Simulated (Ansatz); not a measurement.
# A workflow on GeNH5 (SMILES [NH2][GeH3])

Aim: a series of 8 runs (BHLYP-D3(BJ)-ATM/aug-cc-pVDZ, UBHLYP-D3(BJ)-ATM/aug-cc-pVDZ) of GeH5N. 

Program for the calculation: Ansatz 0.2.0.

## Step 1: The molecule

The species is GeNH5 (7 atoms), meant as a singlet with charge 0. SMILES: `[NH2][GeH3]`. The shape is that of a PBE0-D4/def2-TZVP optimisation.

Bond lengths: N1–Ge2 1.843 Å, N1–H3 1.011 Å, N1–H4 1.011 Å, Ge2–H5 1.536 Å, Ge2–H6 1.548 Å, Ge2–H7 1.536 Å. Angles: N1–Ge2–H5 106.8°, N1–Ge2–H6 114.5°, N1–Ge2–H7 106.9°, Ge2–N1–H3 113.7°, Ge2–N1–H4 113.6°, H5–Ge2–H6 108.8°, H5–Ge2–H7 111.1°, H6–Ge2–H7 108.7°, H3–N1–H4 108.0°.

## Step 2: The energy at BHLYP-D3(BJ)-ATM/aug-cc-pVDZ (run 1)

in.yaml reads:

```yaml
crystal:
  periodic: [false, false, false]
  atoms:
    - {symbol: N, position_ang: [-0.107500, -1.162200, -0.097000]}
    - {symbol: Ge, position_ang: [0.157800, 0.661500, -0.112100]}
    - {symbol: H, position_ang: [0.362800, -1.634300, 0.663400]}
    - {symbol: H, position_ang: [-1.082500, -1.429000, -0.075400]}
    - {symbol: H, position_ang: [-0.576500, 1.207700, -1.345800]}
    - {symbol: H, position_ang: [-0.365100, 1.397200, 1.145200]}
    - {symbol: H, position_ang: [1.672400, 0.891400, -0.224200]}
basis:
  gaussian:
    orbitals: aug-cc-pVDZ
total_charge: 0
hamiltonian:
  xc: {name: BHLYP}
  dispersion: d3bjatm
output: {orbitals: {seedname: orbitals}}
```

Run with:

```bash
ansatz run in.yaml --threads 1 --pin off --max-ram 2610MiB --events-out events.jsonl --progress --plain --runs-dir runs
```

Log:

```text
Warning: RAYON_NUM_THREADS=1 ignored (pool sized by the plan → 1); use --threads N
Functional definition: BHLYP
  name "BHLYP"
  parameter a = 0.5
  exchange = (1 - a)*b88_x + a*exact_x
  correlation = lyp_c
1137 factors; their error is unknown
mean field evaluation 1: about -58082.1846 eV, gradient 5.0e1 eV
mean field evaluation 2: about -58079.2517 eV, gradient 5.9e1 eV
mean field evaluation 4: about -58087.0664 eV, gradient 2.7e-1 eV
mean field evaluation 8: about -58087.5383 eV, gradient 3.2e-1 eV
mean field -58087.53841466 eV, -2134.6776635912 hartree, gradient 8.4e-5 eV, S^2 0.000000; 0 other end points of the search recorded, 0 dependent functions left out
reference -58087.53860122 eV, -2134.6776704470 hartree; 22, 22 occupied and 82, 82 virtual orbitals, 1137 factors
Total energy: -58087.67271647 eV, -2134.6825990917 hartree
```

Run time: 4.5 s. Hardware: 1 thread of Arm Neoverse V1, shared host; peak memory 0.21 GiB.

## Step 3: The energy at UBHLYP-D3(BJ)-ATM/aug-cc-pVDZ (fill excite 0 0, maximum overlap yes) (run 2)

run.yaml reads:

```yaml
crystal:
  periodic: [false, false, false]
  atoms:
    - symbol: "N"
      position_ang: [-0.107500, -1.162200, -0.097000]
    - symbol: Ge
      position_ang: [0.157800, 0.661500, -0.112100]
    - symbol: H
      position_ang: [0.362800, -1.634300, 0.663400]
    - symbol: H
      position_ang: [-1.082500, -1.429000, -0.075400]
    - symbol: H
      position_ang: [-0.576500, 1.207700, -1.345800]
    - symbol: H
      position_ang: [-0.365100, 1.397200, 1.145200]
    - symbol: H
      position_ang: [1.672400, 0.891400, -0.224200]
basis:
  gaussian: {orbitals: aug-cc-pVDZ, initial_orbitals: start.molden, maximum_overlap: true}
magnetization: {spin_polarized: true, initial_magnetization: 0}
hamiltonian: {xc: {name: BHLYP}, dispersion: d3bjatm}
output: {orbitals: {seedname: orbitals}}
```

Run with:

```bash
ansatz run run.yaml --threads 1 --pin off --max-ram 2610MiB --events-out events.jsonl --progress --plain --runs-dir runs
```

Log (excerpt; [...] marks lines left out):

```text
Warning: RAYON_NUM_THREADS=1 ignored (pool sized by the plan → 1); use --threads N
Functional definition: BHLYP
  name "BHLYP"
[...]
1055 factors; integrals over basis functions are off by at most 9.8e-4 eV
[...]
mean field -58081.94165545 eV, -2134.4719864839 hartree, gradient 3.2e-6 eV, S^2 1.008311; 0 other end points of the search recorded, 0 dependent functions left out
reference -58081.94183736 eV, -2134.4719931688 hartree; 22, 22 occupied and 82, 82 virtual orbitals, 1055 factors
Total energy: -58082.07595261 eV, -2134.4769218135 hartree
Checks for a lower state left out: stability, starts, cluster_reference, orbital_swaps, neighbouring_geometries, increment
```

Run time: 34 s. Hardware: 1 thread of Arm Neoverse V1, shared host; peak memory 0.26 GiB.

Runs 3 to 4 aren't shown in full; the table further down has their settings and results.

## Step 4: The doublet cation: a single-point energy at UBHLYP-D3(BJ)-ATM/aug-cc-pVDZ (fill hole 1, maximum overlap yes) (run 5)

run.yaml reads:

```yaml
crystal:
  periodic: [false, false, false]
  atoms:
    - {symbol: "N", position_ang: [-0.107500, -1.162200, -0.097000]}
    - {symbol: Ge, position_ang: [0.157800, 0.661500, -0.112100]}
    - {symbol: H, position_ang: [0.362800, -1.634300, 0.663400]}
    - {symbol: H, position_ang: [-1.082500, -1.429000, -0.075400]}
    - {symbol: H, position_ang: [-0.576500, 1.207700, -1.345800]}
    - {symbol: H, position_ang: [-0.365100, 1.397200, 1.145200]}
    - {symbol: H, position_ang: [1.672400, 0.891400, -0.224200]}
basis:
  gaussian: {orbitals: aug-cc-pVDZ, initial_orbitals: start.molden, maximum_overlap: true}
total_charge: 1
magnetization: {spin_polarized: true, initial_magnetization: 1}
hamiltonian: {xc: {name: BHLYP}, dispersion: d3bjatm}
```

Run with:

```bash
ansatz run run.yaml --threads 1 --pin off --max-ram 2610MiB --events-out events.jsonl --progress --plain --runs-dir runs
```

Log:

```text
Warning: RAYON_NUM_THREADS=1 ignored (pool sized by the plan → 1); use --threads N
Functional definition: BHLYP
  name "BHLYP"
  parameter a = 0.5
  exchange = (1 - a)*b88_x + a*exact_x
  correlation = lyp_c
these checks for a lower state are left out or cut short: stability, starts, cluster_reference, orbital_swaps, neighbouring_geometries, increment
1137 factors; their error is unknown
mean field evaluation 1: about -56680.0005 eV, gradient 7.9e1 eV
mean field evaluation 2: about -56691.2357 eV, gradient 2.1e1 eV
mean field evaluation 4: about -56693.4899 eV, gradient 2.4e0 eV
mean field evaluation 8: about -56694.0201 eV, gradient 1.9e-2 eV
mean field evaluation 16: about -56694.0201 eV, gradient 1.0e-5 eV
mean field -56694.02011987 eV, -2083.4668108182 hartree, gradient 4.4e-6 eV, S^2 0.750132; 0 other end points of the search recorded, 0 dependent functions left out
reference -56694.02037511 eV, -2083.4668201979 hartree; 22, 21 occupied and 82, 83 virtual orbitals, 1137 factors
Total energy: -56694.15449036 eV, -2083.4717488426 hartree
Checks for a lower state left out: stability, starts, cluster_reference, orbital_swaps, neighbouring_geometries, increment
```

Wall time 28 s (1 thread of Arm Neoverse V1, shared host); peak memory 0.3 GiB.

Runs 6 to 7 aren't shown in full; the table further down has their settings and results.

## Step 5: The doublet cation: a single-point energy at UBHLYP-D3(BJ)-ATM/aug-cc-pVDZ (run 8)

input.yaml reads:

```yaml
crystal:
  periodic: [false, false, false]
  atoms:
    - {symbol: N, position_ang: [-0.107500, -1.162200, -0.097000]}
    - {symbol: Ge, position_ang: [0.157800, 0.661500, -0.112100]}
    - {symbol: H, position_ang: [0.362800, -1.634300, 0.663400]}
    - {symbol: H, position_ang: [-1.082500, -1.429000, -0.075400]}
    - {symbol: H, position_ang: [-0.576500, 1.207700, -1.345800]}
    - {symbol: H, position_ang: [-0.365100, 1.397200, 1.145200]}
    - {symbol: H, position_ang: [1.672400, 0.891400, -0.224200]}
basis:
  gaussian: {orbitals: aug-cc-pVDZ}
total_charge: 1
magnetization: {spin_polarized: true, initial_magnetization: 1}
hamiltonian: {xc: {name: BHLYP}, dispersion: d3bjatm}
```

Run with:

```bash
ansatz run input.yaml --threads 1 --pin off --max-ram 2610MiB --events-out events.jsonl --progress --plain --runs-dir runs
```

Log:

```text
Warning: RAYON_NUM_THREADS=1 ignored (pool sized by the plan → 1); use --threads N
Functional definition: BHLYP
  name "BHLYP"
  parameter a = 0.5
  exchange = (1 - a)*b88_x + a*exact_x
  correlation = lyp_c
1137 factors; their error is unknown
mean field evaluation 1: about -58062.6979 eV, gradient 5.5e1 eV
mean field evaluation 2: about -58040.1613 eV, gradient 7.9e1 eV
mean field evaluation 4: about -58076.8935 eV, gradient 6.7e0 eV
mean field evaluation 8: about -58077.4441 eV, gradient 4.5e-1 eV
mean field evaluation 16: about -58077.9184 eV, gradient 6.3e-4 eV
mean field -58077.91838763 eV, -2134.3241341184 hartree, gradient 6.0e-5 eV, S^2 0.761647; 0 other end points of the search recorded, 0 dependent functions left out
reference -58077.91854708 eV, -2134.3241399781 hartree; 22, 21 occupied and 82, 83 virtual orbitals, 1137 factors
Total energy: -58078.05266233 eV, -2134.3290686228 hartree
```

It took 7.2 s on 1 thread of Arm Neoverse V1, shared host; peak memory 0.27 GiB.

## Step 6: Overview of the runs

| run | level | starting guess | maximum overlap | partner | energy (Eh) | dispersion energy (kJ/mol) | wall time |
| --- | --- | --- | --- | --- | --- | --- | --- |
| 1 | BHLYP-D3(BJ)-ATM/aug-cc-pVDZ | – | – | base | -2134.682599 | -12.94 | 4.5 s |
| 2 | UBHLYP-D3(BJ)-ATM/aug-cc-pVDZ (fill excite 0 0, maximum overlap yes) | ground-state orbitals | yes | excited | -2134.476922 | -12.94 | 34 s |
| 3 | UBHLYP-D3(BJ)-ATM/aug-cc-pVDZ | – | – | triplet | -2134.482180 | -12.94 | 9.3 s |
| 4 | UBHLYP-D3(BJ)-ATM/aug-cc-pVDZ (fill excite 1 1, maximum overlap yes) | ground-state orbitals | yes | excited | -2134.360836 | -12.94 | 62 s |
| 5 | UBHLYP-D3(BJ)-ATM/aug-cc-pVDZ (fill hole 1, maximum overlap yes) | ground-state orbitals | yes | core hole | -2083.471749 | -12.94 | 28 s |
| 6 | UBHLYP-D3(BJ)-ATM/aug-cc-pVDZ (fill hole 0, maximum overlap yes) | ground-state orbitals | yes | core hole | -1730.145285 | -12.94 | 27 s |
| 7 | UBHLYP-D3(BJ)-ATM/aug-cc-pVDZ (fill hole 20, maximum overlap yes) | ground-state orbitals | yes | valence hole | -2134.237604 | -12.94 | 20 s |
| 8 | UBHLYP-D3(BJ)-ATM/aug-cc-pVDZ | – | – | cation | -2134.329069 | -12.94 | 7.2 s |

## Step 7: Summary of results

| quantity | value |
| --- | --- |
| doublet cation, run 8: total energy | -2134.32907 Eh |
| doublet cation, run 8: dispersion energy | -12.94 kJ/mol |
| doublet cation, run 8: ⟨S²⟩ | 0.762 |
| vertical ionisation energy (to the doublet cation) | 9.620 eV |
| vertical energy of the triplet above the singlet | 5.454 eV |

In words: The vertical ionisation energy comes to 9.62 eV (222 kcal/mol). The negative HOMO energy of the first species, 8.69 eV, lies 0.93 eV below that difference. At this shape the triplet lies 5.45 eV (126 kcal/mol) above the singlet. Spin contamination of the reference: run 4 ⟨S²⟩ = 1.02, run 2 ⟨S²⟩ = 1.01. Where it is this large, the reference is a mixture of spin states, and values that rest on it are in doubt. All runs together took 3.2 min, the longest 62 s.
